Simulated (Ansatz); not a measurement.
# EuRe (CsCl type): equation of state

How stiff is EuRe (CsCl type)? Energies and pressures are computed at volumes on both sides of the relaxed cell and fitted. This structure was made by substitution into a known type, so it needn't be the compound's stable form.

Computed with Ansatz 0.2.0 (DFT r²SCAN, scalar-relativistic, plane waves, PAW, unless a step's input says otherwise).

1 further run of the same task is left out (it didn't finish). Runs told in other sessions of the task aren't counted.

## Step 1: The system as given

Symmetry: Pm-3m, No. 221, cubic system. Conventional cell: a = 3.487 Å, b = 3.487 Å, c = 3.487 Å, α = 90.00°, β = 90.00°, γ = 90.00°. Eu (site symmetry m-3m) has 8 Re at 3.02 Å in its first shell of neighbours. Around Re (site symmetry m-3m) lie 8 Eu at 3.02 Å.

Coordinates:

```xyz
2
Lattice="3.4869 0.0000 0.0000 0.0000 3.4869 0.0000 0.0000 0.0000 3.4869" Properties=species:S:1:pos:R:3 pbc="T T T"
Eu    0.0000    0.0000    0.0000
Re    1.7434    1.7434    1.7434
```

An earlier run at r²SCAN left this cell at 21.198 Å³/atom and -0.06 GPa (10×10×10 mesh).

Volume factors to run: 0.980, 1.020, 0.960, 1.040, 1.070.

## Step 2: Volume × 0.980

input.yaml

```yaml
crystal:
  lattice:
    - [3.4634967189, 0.0, 0.0]
    - [0.0, 3.4634967189, 0.0]
    - [0.0, 0.0, 3.4634967189]
  atoms:
    - { symbol: Eu, position: [0.0, 0.0, 0.0], spin: 7.12 }
    - { symbol: Re, position: [0.5, 0.5, 0.5] }
basis:
  ecutwfc: 500
  ecutrho_ratio: 4
kpoints:
  mp_grid: { grid: [10, 10, 10] }
hamiltonian:
  xc: r2scan
scf:
  occupations: { method: gaussian, width: 0.05 }
output:
  forces: true
  stress: true
  eigenvalues: true
  populations: true
magnetization:
  spin_polarized: true
```

Run with:

```sh
> ansatz run input.yaml --threads 2 --pin off --max-ram 2662MiB --backend cpu --events-out ev --progress --plain --runs-dir out
```

The runs that follow: Scaling the volume by 1.020; Volume × 0.960; At 1.040 of the relaxed volume; Volume × 1.070.

Before running it: what results should come out? Wanted: V0; B0; scatter of the fit.

**Answer**, as computed:

| quantity | value |
| --- | --- |
| V0 | 21.179 Å³/atom |
| B0 | 91 GPa |
| scatter of the fit | 0.032 meV/atom |

In words: A third-order Birch–Murnaghan fit puts the minimum at 21.18 Å³/atom with a bulk modulus of 91 GPa. One per cent of compression takes about 0.91 GPa. The moment on atom 1 grows from 6.44 to 6.52 μB on expansion. These are values at 0 K without zero-point motion. Spin–orbit coupling is left out, though the cell holds Re; in elements this heavy it can shift levels and gaps by tenths of an eV. No U acts on the 4f shell, so its levels can lie too near the Fermi level.
